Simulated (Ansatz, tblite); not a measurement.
# W(SH)F5 (F5HSW): spin-state energies by level

Aim: set other spin states of W(SH)F5 (F5HSW) against its singlet, on many levels of theory.

Computed with Ansatz 0.2.0, Gaussian basis. Level: as each input shows.

Levels to be run: triplet, at the geometry of the singlet (GFN1-xTB, GFN2-xTB, PBE0-D4/def2-TZVP, PBE-D4/def2-TZVP, r2SCAN-D4/def2-TZVP); the singlet's energies come from earlier runs.

2 further runs of the same task are left out: 2 set aside as unsound or not needed.

### Step 1. The structure

The geometry is that of the singlet, from an earlier relaxation (PBE-D4/def2-SVP).

8 atoms, charge 0, spin multiplicity 1.

Bond lengths: W1–S2 2.386 Å, W1–F4 1.887 Å, W1–F5 1.859 Å, W1–F6 1.869 Å, W1–F7 1.872 Å, W1–F8 1.871 Å, S2–H3 1.362 Å. Angles: S2–W1–F4 170.4°, S2–W1–F5 83.3°, S2–W1–F6 83.0°, S2–W1–F7 95.9°, S2–W1–F8 96.0°, F4–W1–F5 106.3°, F4–W1–F6 87.4°, F4–W1–F7 84.7°, F4–W1–F8 84.7°, F5–W1–F6 166.3°, F5–W1–F7 87.5°, F5–W1–F8 87.4°, F6–W1–F7 93.9°, F6–W1–F8 94.0°, F7–W1–F8 166.4°, W1–S2–H3 98.6°.

Formally the metal is d0. W takes a core potential in the def2 sets. No spin-orbit coupling is included.

### Step 2. Triplet at the fixed geometry, GFN1-xTB

Tight binding, by tblite at 300 K electronic temperature and without a spin-polarisation term:

```python
tblite.interface.Calculator('GFN1-xTB', numbers, positions, charge=0, uhf=2).singlepoint()
```

Energy -882.0247 eV; 0.008 s.

### Step 3. Triplet at the fixed geometry, GFN2-xTB

Tight binding, by tblite at 300 K electronic temperature and without a spin-polarisation term:

```python
tblite.interface.Calculator('GFN2-xTB', numbers, positions, charge=0, uhf=2).singlepoint()
```

Energy -819.7026 eV; 0.01 s.

### Step 4. Triplet at the fixed geometry, PBE0-D4/def2-TZVP

The input, in.yaml:

```yaml
crystal:
  periodic: [false, false, false]
  atoms:
    - {symbol: W, position_ang: [0.175949, 0.041067, -0.396979]}
    - {symbol: S, position_ang: [0.210209, -0.147293, 1.981484]}
    - {symbol: H, position_ang: [-1.131672, -0.237218, 2.197480]}
    - {symbol: F, position_ang: [-0.163803, 0.170993, -2.248703]}
    - {symbol: F, position_ang: [2.022295, 0.125010, -0.197966]}
    - {symbol: F, position_ang: [-1.673018, -0.077198, -0.152482]}
    - {symbol: F, position_ang: [0.179707, 1.912022, -0.443346]}
    - {symbol: F, position_ang: [0.380334, -1.787384, -0.739489]}
basis:
  gaussian: {orbitals: def2-TZVP}
magnetization: {spin_polarized: true, initial_magnetization: 2}
hamiltonian: {xc: pbe0, dispersion: d4}
scf: {omitted_lower_state_checks: [starts]}
output: {orbitals: {seedname: orbitals}}
```

Started as:

```bash
$ ansatz run in.yaml --threads 2 --pin off --events-out ev --progress --plain --max-ram 32768MiB --backend cpu
```

Log:

```text
Functional definition: PBE0
  name "PBE0"
  cite "Adamo & Barone, J. Chem. Phys. 110, 6158 (1999) doi:10.1063/1.478522"
  cite "Perdew, Burke & Ernzerhof, Phys. Rev. Lett. 77, 3865 (1996) doi:10.1103/PhysRevLett.77.3865"
  parent pbe
  parameter a = 0.25
  parameter kappa = 0.804
  parameter beta = 0.06672455060314922
  exchange = (1 - a)*pbe_x(kappa = kappa, mu = beta*pi^2/3) + a*exact_x
  correlation = pbe_c(beta = beta)
these checks for a lower state are left out or cut short: starts
1495 factors; their error is unknown
mean field evaluation 1: about -26245.9287 eV, gradient 5.7e1 eV
mean field evaluation 2: about -26156.9885 eV, gradient 1.7e2 eV
mean field evaluation 4: about -26255.4269 eV, gradient 8.5e0 eV
mean field evaluation 8: about -26255.6239 eV, gradient 1.5e-1 eV
mean field evaluation 16: about -26255.7165 eV, gradient 9.3e-3 eV
mean field evaluation 32: about -26255.9039 eV, gradient 2.7e-5 eV
mean field -26255.90390428 eV, -964.8866715914 hartree, gradient 4.9e-6 eV, S^2 2.008192; 0 other end points of the search recorded, 0 dependent functions left out
reference -26255.90393602 eV, -964.8866727579 hartree; 39, 37 occupied and 199, 201 virtual orbitals, 1495 factors
Total energy: -26256.09450209 eV, -964.8936759318 hartree
Checks for a lower state left out: starts
```

Run time: 36 s. Hardware: 2 threads of AMD EPYC 7R13, shared host; peak memory 1.4 GiB.

From the report: HOMO -6.50 eV, LUMO -7.17 eV (over both spins; with the spin held, an empty level of the minority spin lies below the top filled one); ⟨S²⟩ 2.008 (pure: 2.00).

### Step 5. Triplet at the fixed geometry, PBE-D4/def2-TZVP

start.molden holds the orbitals of an earlier run on this state, given as this run's starting guess.

in.yaml, as its differences from that of step 4:

```diff
@@ -12,5 +12,5 @@
 basis:
-  gaussian: {orbitals: def2-TZVP}
+  gaussian: {orbitals: def2-TZVP, initial_orbitals: start.molden}
 magnetization: {spin_polarized: true, initial_magnetization: 2}
-hamiltonian: {xc: pbe0, dispersion: d4}
+hamiltonian: {xc: pbe, dispersion: d4}
 scf: {omitted_lower_state_checks: [starts]}
```

Same command.

Log:

```text
Functional definition: PBE
  name "PBE"
  cite "Perdew, Burke & Ernzerhof, Phys. Rev. Lett. 77, 3865 (1996) doi:10.1103/PhysRevLett.77.3865"
  parent pbe
  parameter kappa = 0.804
  parameter beta = 0.06672455060314922
  exchange = pbe_x(kappa = kappa, mu = beta*pi^2/3)
  correlation = pbe_c(beta = beta)
these checks for a lower state are left out or cut short: starts
1409 factors; their error is unknown
mean field evaluation 1: about -26256.8560 eV, gradient 1.1e1 eV
mean field evaluation 2: about -26257.1702 eV, gradient 4.0e-1 eV
mean field evaluation 4: about -26257.1636 eV, gradient 1.3e-1 eV
mean field evaluation 8: about -26257.1637 eV, gradient 1.5e-3 eV
mean field evaluation 16: about -26257.1637 eV, gradient 7.6e-5 eV
mean field -26257.16369497 eV, -964.9329680453 hartree, gradient 9.1e-6 eV, S^2 2.005478; 0 other end points of the search recorded, 0 dependent functions left out
reference -26257.16373808 eV, -964.9329696295 hartree; 39, 37 occupied and 199, 201 virtual orbitals, 1409 factors
Total energy: -26257.38858660 eV, -964.9412326603 hartree
Checks for a lower state left out: starts
```

Wall time 24 s (2 threads of AMD EPYC 7R13, shared host); peak memory 0.73 GiB.

From the report: HOMO -4.64 eV, LUMO -8.00 eV (over both spins; with the spin held, an empty level of the minority spin lies below the top filled one); ⟨S²⟩ 2.005 (pure: 2.00).

### Step 6. Triplet at the fixed geometry, r2SCAN-D4/def2-TZVP

in.yaml, as its differences from that of step 5:

```diff
@@ -14,3 +14,3 @@
 magnetization: {spin_polarized: true, initial_magnetization: 2}
-hamiltonian: {xc: pbe, dispersion: d4}
+hamiltonian: {xc: r2scan, dispersion: d4}
 scf: {omitted_lower_state_checks: [starts]}
```

The command is unchanged.

Log, shortened:

```text
Functional definition: r2SCAN
  name "r2SCAN"
  cite "Furness, Kaplan, Ning, Perdew & Sun, J. Phys. Chem. Lett. 11, 8208 (2020) doi:10.1021/acs.jpclett.0c02405"
  cite "Furness, Kaplan, Ning, Perdew & Sun, J. Phys. Chem. Lett. 11, 9248 (2020) doi:10.1021/acs.jpclett.0c03077"
  parent r2scan
[...]
1409 factors; their error is unknown
[...]
mean field -26268.34119551 eV, -965.3437336139 hartree, gradient 8.5e-6 eV, S^2 2.010636; 0 other end points of the search recorded, 0 dependent functions left out
reference -26268.34120979 eV, -965.3437341385 hartree; 39, 37 occupied and 199, 201 virtual orbitals, 1409 factors
Total energy: -26268.39323606 eV, -965.3456460689 hartree
Checks for a lower state left out: starts
```

It took 42 s on 2 threads of AMD EPYC 7R13, shared host; peak memory 0.83 GiB.

From the report: HOMO -5.13 eV, LUMO -7.81 eV (over both spins; with the spin held, an empty level of the minority spin lies below the top filled one); ⟨S²⟩ 2.011 (pure: 2.00).

### Step 7. Triplet less singlet, vertical

The singlet's energies are those of its earlier runs, whose logs aren't repeated here.

```
              level  triplet less singlet, vertical (kcal/mol)     time
           GFN1-xTB                                      +96.3  0.014 s
           GFN2-xTB                                     +101.9  0.018 s
   PBE-D4/def2-TZVP                                      +65.6     27 s
r2SCAN-D4/def2-TZVP                                      +60.8     49 s
  PBE0-D4/def2-TZVP                                      +54.2     44 s
```

Times add the two runs; a level without a time comes out of a correlated run. Tight binding without a spin term can't rank spin states.

### Step 8. Outcome

| quantity | value |
| --- | --- |
| triplet less singlet, vertical, functionals in def2-TZVP | +54.2 (PBE0-D4) to +65.6 kcal/mol (PBE-D4) |

What this shows: All functionals put the triplet above the singlet, over a spread of 11.4 kcal/mol. The checks for a lower triplet were left out, so another state of that spin may lie lower. The singlet here is a closed shell; an open-shell singlet can lie lower. These are electronic energies, without zero-point motion, entropy or surroundings. Spin-orbit coupling is left out too; for so heavy a metal it can shift spin gaps by tenths of an eV.
